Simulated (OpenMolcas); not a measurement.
**Dy²⁺ among point charges: CASSCF levels and susceptibility**

Aim: the splitting of the states of Dy²⁺ in the field of 3 point charges, its lowest levels with spin-orbit coupling and its magnetic susceptibility.

Method: state-averaged CASSCF, spin-orbit coupling by RASSI with atomic mean-field integrals. Code: OpenMolcas 26.06.

### Step 1. The atom as given

- Species: Dy²⁺ (dysprosium, Z = 66, 64 electrons)
- Basis: ANO-RCC-VDZP [7s6p4d2f1g], 68 functions
- Scalar Hamiltonian: DKH2, point nucleus
- Inactive shells: 1s 2s 2p 3s 3p 3d 4s 4p 4d 5s 5p
- Active space: 10 electrons in 7 orbitals (4f)
- Some configurations of this space: 4f10
- Orbitals: optimised for the highest spin of each parity, averaged over all roots

Outer shells as boxes (Hund's rule):

4f10
```
4f [↑↓][↑↓][↑↓][↑ ][↑ ][↑ ][↑ ]
```

The ion sits among 3 point charges of -1 e arranged as a planar triangle (D3h), 2.39 Å from the ion.

Each step is its own input file, run in one work folder so that later steps find the files of earlier ones. Labels, J, g values, rates, χT and fits are worked out afterwards by a script from the matrices that RASSI stores.

### Step 2. GATEWAY and SEWARD: basis and integrals

File a.inp:

```
&GATEWAY
Coord
1

Dy 0.0 0.0 0.0
Basis=ANO-RCC-VDZP
Group=NoSym
NoMove
AngMom=0.0 0.0 0.0
AMFI
XField
3 Angstrom 0
2.390000 0.000000 0.000000 -1.000000
-1.195000 2.069801 0.000000 -1.000000
-1.195000 -2.069801 0.000000 -1.000000
&SEWARD
```

Started as:

```console
$ OMP_NUM_THREADS=1 MOLCAS_MEM=2252 MOLCAS_PROJECT=a pymolcas a.inp > a.log
```

### Step 3. Reference wave functions, quintets, 35 roots

File a.inp:

```
&RASSCF
FileOrb=start.orb
Symmetry=1
Spin=5
nActEl=10 0 0
Inactive=27
Ras2=7
CIRoot=35 35 1
SDav=35
CIMx=300
Iter=120 100
PrWF=0.3
OrbListing=Nothing
MaxOrb=0
>>> COPY $Project.JobIph JOB001
```

start.orb holds the contracted functions of the basis, ordered by shell, or the orbitals of the step before.

### Step 4. CASSCF: triplets, 162 roots

File a.inp:

```
&RASSCF
FileOrb=start.orb
Symmetry=1
Spin=3
nActEl=10 0 0
Inactive=27
Ras2=7
CIRoot=162 162 1
SDav=210
CIMx=300
Iter=120 100
PrWF=0.3
OrbListing=Nothing
MaxOrb=0
CIOnly
>>> COPY $Project.JobIph JOB002
```

### Step 5. CASSCF: singlets, 162 roots

File a.inp:

```
&RASSCF
FileOrb=start.orb
Symmetry=1
Spin=1
nActEl=10 0 0
Inactive=27
Ras2=7
CIRoot=162 162 1
SDav=196
CIMx=300
Iter=120 100
PrWF=0.3
OrbListing=Nothing
MaxOrb=0
CIOnly
>>> COPY $Project.JobIph JOB003
```

### Step 6. State interaction with spin-orbit coupling

File a.inp:

```
&RASSI
NrOfJobIphs=3 33 106 31
1 2 3 4 5 6 7 8 9 10 11 12 13 14 15 16 17 18 19 20 21 22 23 24 25 26 27
28 29 30 31 32 33
1 2 3 4 5 6 7 8 9 10 11 12 13 14 15 16 17 18 19 20 21 22 23 24 25 26 27
28 29 30 31 32 33 34 35 36 37 38 39 40 41 42 43 44 45 46 47 48 49 50 51
52 53 54 55 56 57 58 59 60 61 62 63 64 65 66 67 68 69 70 71 72 73 74 75
76 77 78 79 80 81 82 83 84 85 86 87 88 89 90 91 92 93 94 95 96 97 98 99
100 101 102 103 104 105 106
1 2 3 4 5 6 7 8 9 10 11 12 13 14 15 16 17 18 19 20 21 22 23 24 25 26 27
28 29 30 31
IphNames
JOB001
JOB002
JOB003
EJob
SpinOrbit
DIPRint=1.0
SOCoupling=1000.0
Subsets=2
Property=9
'ANGMOM' 1 'ANGMOM' 2 'ANGMOM' 3 'MLTPL  1' 1 'MLTPL  1' 2 'MLTPL  1' 3
'AMFI' 1 'AMFI' 2 'AMFI' 3
SOProperty=3
'ANGMOM' 1 'ANGMOM' 2 'ANGMOM' 3
```

Before running it: what results should come out? Wanted: spin-free ground state; first state of the same spin within the active space; lowest level; next level.

The runs gave:

| quantity | value |
| --- | --- |
| method | CASSCF |
| spin-free ground state | 5A1, 1-fold in its orbital part |
| first state of the same spin within the active space | 5E at 27.4 cm⁻¹ |
| lowest level | 1-fold A1 |
| next level | 12.6 cm⁻¹ |
| χT at 300 K | 13.90 cm³ K/mol |
| effective moment at 300 K | 10.54 μB |

The spin-free ground state (5A1) comes to 100 % from free-ion I terms and keeps the highest spin of the shell. The triplets, singlets rest on orbitals optimised for another spin in at least one step, which raises them against the optimised states. Not all states of the active space went into the spin-orbit step. High states of lower spin are left out of the spin-orbit mixing, and CASSCF puts spin-flip levels too high. Point charges carry no covalency, so the field is a model and not that of real ligands.
